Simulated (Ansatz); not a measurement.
# C2HF2Ge radical: up Jacob's ladder to CCSD(T)

An exercise on one series of results from a longer session: the logs are not shown, and one member is left open.

Computed with Ansatz 0.2.0, Gaussian basis. Level: functionals in def2-TZVPP, the program's frozen cores in correlated methods.

Levels to be run: LDA (SPW92), PBE-D4, revPBE-D4, BLYP-D4, r2SCAN-D4, B97M-V, PBE0-D4, B3LYP-D4, r2SCANh-D4, r2SCAN0-D4, HSE06-D4, BHLYP-D4, CAM-B3LYP-D4, LC-ωPBE, ωB97X-V, ωB97M-V, B2PLYP, PBE-QIDH; CCSD(T)/def2-SVP; CCSD(T)/def2-TZVPP; MP2/def2-QZVPP; extrapolation to the limit; RPA on PBE.

## The relaxed structure

An earlier PBE0-D4 in a triple-zeta def2 set relaxation fixed the geometry.

SMILES `C#[C][Ge]([F])[F]`, 6 atoms, charge 0, spin multiplicity 2.

Atoms are counted from 1 here; the program's logs count them from 0.

Bond lengths: C1–C2 1.206 Å, C1–H6 1.067 Å, C2–Ge3 1.892 Å, Ge3–F4 1.728 Å, Ge3–F5 1.728 Å. Angles: C2–C1–H6 178.2°, C1–C2–Ge3 171.1°, C2–Ge3–F4 108.5°, C2–Ge3–F5 108.5°, F4–Ge3–F5 104.7°.

Set-up of the first run:

File in.yaml:

```yaml
crystal:
  periodic: [false, false, false]
  atoms:
    - {symbol: C, position_ang: [-0.190100, 0.518382, 1.692948]}
    - {symbol: C, position_ang: [-0.131417, 0.204157, 0.530329]}
    - {symbol: Ge, position_ang: [-0.289598, -0.139669, -1.323139]}
    - {symbol: F, position_ang: [-0.276601, -1.850641, -1.565139]}
    - {symbol: F, position_ang: [1.142887, 0.424070, -2.108219]}
    - {symbol: H, position_ang: [-0.213171, 0.779702, 2.727020]}
basis:
  gaussian: {orbitals: def2-TZVPP}
magnetization: {spin_polarized: true, initial_magnetization: 1}
hamiltonian: {xc: lda}
output: {orbitals: {seedname: orbitals}}
```

The run is started by

```console
ansatz run in.yaml --threads 2 --pin off --events-out ev --progress --plain --max-ram 32768MiB --backend cpu
```

Among the steps run: LDA; PBE-D4 (GGA); revPBE-D4 (GGA); BLYP-D4 (GGA); r2SCAN-D4 (meta-GGA); B97M-V (meta-GGA); PBE0-D4 (hybrid); B3LYP-D4 (hybrid); r2SCANh-D4 (hybrid); r2SCAN0-D4 (hybrid); HSE06-D4 (hybrid); BHLYP-D4 (hybrid); CAM-B3LYP-D4 (range-separated); LC-ωPBE (range-separated); ωB97X-V (range-separated); ωB97M-V (range-separated); B2PLYP (double hybrid); PBE-QIDH (double hybrid).

One table of the session follows, with a row left open; its other results are not shown here.

It belongs to the step «Frontier levels by functional». 

```
  functional  HOMO (eV)  LUMO (eV)  gap (eV)
 LDA (SPW92)      -6.41      -5.41      1.00
      PBE-D4      -6.31      -4.98      1.33
   revPBE-D4      -6.26      -4.80      1.46
     BLYP-D4          ?          ?         ?
   r2SCAN-D4      -6.75      -4.61      2.14
      B97M-V      -6.55      -5.10      1.45
     PBE0-D4      -7.64      -4.03      3.61
    B3LYP-D4      -7.37      -4.50      2.87
  r2SCANh-D4      -7.24      -4.28      2.96
  r2SCAN0-D4      -7.97      -3.79      4.17
    HSE06-D4      -7.24      -4.41      2.83
    BHLYP-D4      -8.81      -3.25      5.56
CAM-B3LYP-D4      -8.95      -3.17      5.78
     LC-ωPBE     -10.34      -1.61      8.73
     ωB97X-V      -9.83      -2.08      7.76
     ωB97M-V      -9.70      -2.18      7.52
```

Estimate the missing values for BLYP-D4.

Worked estimate for «HOMO (eV)». Against the share of exact exchange, B3LYP-D4 (0.2, -7.37), BHLYP-D4 (0.5, -8.81) give a slope of -4.80 per unit share; at 0 the line stands at -6.41.

**Answer.** HOMO (eV): -6.14; LUMO (eV): -5.04; gap (eV): 1.10. In «HOMO (eV)» the line misses by -0.27.
